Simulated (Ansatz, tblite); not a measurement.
# The cluster Hf2Te3: a ladder of methods and basis sets

An exercise on one series of results from a longer session: the logs are not shown, and one member is left open.

The runs use Ansatz 0.2.0, Gaussian basis; as each input shows.

Levels to be run: GFN1-xTB, GFN2-xTB, PBE-D4/def2-TZVP, r2SCAN-D4/def2-TZVP, B3LYP-D4/def2-TZVP, PBE-QIDH/def2-TZVP, B97M-V/def2-TZVP, PBE-D4/def2-SVP, PBE0-D4/def2-SVP, CCSD(T)/def2-SVP, MP2/def2-TZVP.

4 further runs of the same task are left out: 4 set aside as unsound or not needed. Runs told in other sessions of the task aren't counted.

## The relaxed structure

The geometry is that of the singlet, from an earlier relaxation (PBE0-D4/def2-SVP). At that level it is the lowest of the isomers that a small search found.

5 atoms, charge 0, spin multiplicity 1.

Bond lengths: Hf1–Te3 2.774 Å, Hf1–Te4 2.774 Å, Hf1–Te5 2.774 Å, Hf2–Te3 2.774 Å, Hf2–Te4 2.774 Å, Hf2–Te5 2.774 Å. Angles: Te3–Hf1–Te4 99.1°, Te3–Hf1–Te5 99.1°, Te4–Hf1–Te5 99.1°, Te3–Hf2–Te4 99.1°, Te3–Hf2–Te5 99.1°, Te4–Hf2–Te5 99.1°, Hf1–Te3–Hf2 57.0°, Hf1–Te4–Hf2 57.0°, Hf1–Te5–Hf2 57.0°.

Hf, Te take a core potential in the def2 sets. No spin-orbit coupling is included.

PBE0-D4/def2-TZVP was run before; its log isn't repeated, and its numbers join the tables.

Set-up of the first run:

Tight binding, by tblite at 300 K electronic temperature and without a spin-polarisation term:

```python
tblite.interface.Calculator('GFN1-xTB', numbers, positions, charge=0, uhf=0).singlepoint()
```

Tight binding, by tblite at 300 K electronic temperature and without a spin-polarisation term:

```python
tblite.interface.Calculator('GFN2-xTB', numbers, positions, charge=0, uhf=0).singlepoint()
```

start.molden holds the orbitals of an earlier run on this state, given as this run's starting guess.

in.yaml reads:

```yaml
crystal:
  periodic: [false, false, false]
  atoms:
    - {symbol: Hf, position_ang: [0.043599, 0.801611, -1.051321]}
    - {symbol: Hf, position_ang: [-0.043599, -0.801649, 1.051295]}
    - {symbol: Te, position_ang: [-1.127494, -1.696204, -1.340033]}
    - {symbol: Te, position_ang: [-1.307000, 1.662376, 1.213296]}
    - {symbol: Te, position_ang: [2.434484, 0.033856, 0.126763]}
basis:
  gaussian: {orbitals: def2-TZVP, initial_orbitals: start.molden}
hamiltonian: {xc: pbe, dispersion: d4}
scf: {omitted_lower_state_checks: [starts]}
output: {forces: true, orbitals: {seedname: orbitals}}
```

Run with:

```console
ansatz run in.yaml --threads 4 --pin off --events-out ev --progress --plain --max-ram 4787MiB
```

Steps of the session up to this table: PBE-D4/def2-TZVP; r2SCAN-D4/def2-TZVP; B3LYP-D4/def2-TZVP; PBE-QIDH/def2-TZVP; B97M-V/def2-TZVP; PBE-D4/def2-SVP; PBE0-D4/def2-SVP; CCSD(T)/def2-SVP; MP2/def2-TZVP.

One of the session's tables, all rows but one given; the rest of the session is left out.

It belongs to the step «Binding energy». 

```
              level  binding an atom (eV)
        HF/def2-SVP                 1.879
       HF/def2-TZVP                 2.006
    PBE-D4/def2-SVP                 3.707
   PBE-D4/def2-TZVP                 3.762
r2SCAN-D4/def2-TZVP                 3.641
   B97M-V/def2-TZVP                 3.466
 B3LYP-D4/def2-TZVP                 3.379
   PBE0-D4/def2-SVP                 3.511
  PBE0-D4/def2-TZVP                     ?
 PBE-QIDH/def2-TZVP                 3.688
       MP2/def2-SVP                 3.608
      MP2/def2-TZVP                 3.895
      CCSD/def2-SVP                 3.089
   CCSD(T)/def2-SVP                 3.308
```

Q: Estimate the row for PBE0-D4/def2-TZVP from the others.

**Answer.** binding an atom (eV): 3.592. In the column «binding an atom (eV)» it lies between PBE0-D4/def2-SVP (3.511) and MP2/def2-SVP (3.608).

Caveats from the session: Free atoms were run apart at each level; binding is atoms less cluster, divided by the number of atoms, without zero-point or spin-orbit terms.
